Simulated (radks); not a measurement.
# Nuclear size and the levels of Tb

One table from this session's results is given with a row withheld; the runs are named, their logs left out.

The numbers are computed with radks (a radial shooting solver on a logarithmic mesh, Libxc functionals) version 1 (Dirac Kohn-Sham, BLYP, spin-unpolarised, spherical densities, finite nucleus; open shells are shared between the two j in proportion to 2j + 1), except any that are marked as measured or tabulated.

## The system

| Item | Value |
| --- | --- |
| element | terbium (Z = 65) |
| charge | 0 |
| electrons | 65 |
| configuration | [Xe] 4f9 6s2 |
| nuclear rms radius | 5.06 fm |

Outer shells as boxes (Hund's rule):

Tb
```
[Xe] core
4f [↑↓][↑↓][↑ ][↑ ][↑ ][↑ ][↑ ]
6s [↑↓]
```

Set-up of the first run:

The run's settings:

```text
Z 65
configuration [Xe] 4f9 6s2 5d0 6p0
relativity Dirac
functional b88,lyp
spin unpolarised
j_filling average
nucleus finite rms 5.06 fm
c 137.035999084
```

Started as:

```console
> python run_ks.py task.json out
```

All runs below come from this command, one after another.

Steps of the session up to this table: rms radius 5.06 fm.

One table of the session follows, with a row left open; its other results are not shown here.

It belongs to the step «rms radius 5.06 fm». From the orbitals of this run (lengths in bohr):

```
level     <r>  outermost maximum (interpolated)  90 % within  nodes
5p3/2   1.611                              1.38         2.38      3
6s1/2   4.145                              3.46         6.18      5
4f5/2  0.9001                             0.552         1.58      0
4f7/2  0.9233                             0.558         1.63      0
5d3/2       ?                                 ?            ?      ?
6p1/2   5.846                              4.67         8.98      4
5d5/2   3.554                              2.19         6.13      2
6p3/2   6.315                              5.04         9.71      4
```

Q: Estimate the row for 5d3/2 from the others.

The run gave: <r>: 3.368; outermost maximum (interpolated): 2.11; 90 % within: 5.78; nodes: 2. In the column «<r>» it lies between 5p3/2 (1.611) and 5d5/2 (3.554).
